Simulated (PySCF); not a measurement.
# F2O3Os (Os(O)3(F)2): the cost of one run

The runs use PySCF 2.14.0; B3LYP, Os def2-SVP with ECP60, O def2-SVP, F def2-SVP; scalar-relativistic core potentials, no spin–orbit coupling.

2 further runs of the same task are left out: 2 for a known fault of the program.

## (1) The starting structure

6 atoms, charge 0, spin multiplicity 1.

Bond lengths: Os1–O2 1.704 Å, Os1–O3 1.704 Å, Os1–O4 1.704 Å, Os1–F5 1.886 Å, Os1–F6 1.886 Å. Angles: O2–Os1–O3 119.9°, O2–Os1–O4 120.1°, O2–Os1–F5 90.0°, O2–Os1–F6 90.0°, O3–Os1–O4 120.1°, O3–Os1–F5 90.0°, O3–Os1–F6 90.0°, O4–Os1–F5 90.0°, O4–Os1–F6 90.0°, F5–Os1–F6 179.9°.

Coordinates:

```mol
F2O3Os
  3D, bonds by distance, orders not assigned

  6  5  0  0  0  0  0  0  0  0999 V2000
   -0.0056   -0.0000    0.0000 Os  0  0
   -0.8590    0.0000    1.4744 O   0  0
   -0.8590   -0.0000   -1.4744 O   0  0
    1.6981    0.0000   -0.0000 O   0  0
   -0.0047    1.8861   -0.0000 F   0  0
   -0.0047   -1.8861    0.0000 F   0  0
  1  2  8  0
  1  3  8  0
  1  4  8  0
  1  5  8  0
  1  6  8  0
M  END
```

Formal oxidation states: Os +8. An earlier session relaxed this geometry at B3LYP, Os def2-SVP with ECP60, O def2-SVP, F def2-SVP (singlet, point group D3h).

Its energy there is -515.711285 Eh.

## (2) Multiplicity 3 at the relaxed geometry

File run.py (the lines that set the calculation):

```python
mol = gto.M(atom='''
Os    -0.00558     0.00000     0.00000
O     -0.85905     0.00000     1.47439
O     -0.85905     0.00000    -1.47439
O      1.69811     0.00000     0.00000
F     -0.00473     1.88609     0.00000
F     -0.00473    -1.88609     0.00000''',
    basis={'Os': 'def2-SVP', 'O': 'def2-SVP', 'F': 'def2-SVP'},
    ecp={'Os': 'def2-SVP'},
    charge=0, spin=2)
mf = dft.UKS(mol, xc='B3LYP')
mf.grids.atom_grid = (50, 194)
mf = mf.density_fit()  # fitting sets: Os def2-universal-JKFIT, O def2-universal-JKFIT, F def2-universal-JKFIT
mf.conv_tol = 1e-08; mf.max_cycle = 55
mf.kernel(dm0)  # dm0: free metal ions and neutral atoms
```

On the command line:

```bash
$ OMP_NUM_THREADS=2 python run.py
```

**Question.** How long does this run take on 2 threads of Intel Xeon Platinum 8259CL at 2.50GHz (Skylake/Cascade Lake), shared host?

About 6.3 s.
